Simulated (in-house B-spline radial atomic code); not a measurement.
# N⁴⁺: ionisation energy by several methods

An exercise on one series of results from a longer session: the logs are not shown, and one member is left open.

Program: in-house B-spline radial atomic code version 1. Level of theory: scalar-relativistic (X2C), several functionals, spin-polarised; spherical all-electron atom at the radial basis limit. These are calculated values, not measurements, unless marked.

## What is computed

```
element       : nitrogen (Z = 7)
charge        : +4
electrons     : 3
configuration : [He] 2s1
nucleus       : Fermi, rms radius 2.558 fm
```

The outer shells:

[He] 2s1
```
[He] core
2s [↑ ]
```

Where spins are not typed, each open shell is filled with up spins first.

Set-up of the first run:

Settings of the run:

```ini
Z = 7
electrons = 3.0
configuration = [He] 2s1
hamiltonian = x2c
method = b88,lyp
spin_polarised = True
nucleus = fermi
rms_radius = 2.5582
mass_number = 14
atomic_mass = 14.00307400425
speed_of_light = 137.035999084
```

Among the steps run: BLYP, a GGA; BHandHLYP, a global hybrid; BP86, a GGA; TPSS, a meta-GGA; PBE, a GGA; OLYP, a GGA; LDA (VWN5); r2SCAN0, a global hybrid; B97-1, a global hybrid.

One table of the session follows, with a row left open; its other results are not shown here.

```
    method  ΔSCF (eV)
LDA (VWN5)     97.695
      BLYP     98.711
      BP86     98.098
       PBE          ?
      OLYP     98.691
      TPSS     98.275
 BHandHLYP     98.566
   r2SCAN0     97.833
     B97-1     98.141
```

Q: Estimate the row for PBE from the others.

**Answer.** ΔSCF (eV): 98.429. In the column «ΔSCF (eV)» it lies between TPSS (98.275) and BHandHLYP (98.566).

For the semilocal functionals minus the highest level recovers only 91 % of their own ΔSCF value, a mark of self-interaction.

Members of this set that are not shown: 2 did not converge.

To keep in mind: Meta-GGA runs start from a PBE run whose iterations are not counted.
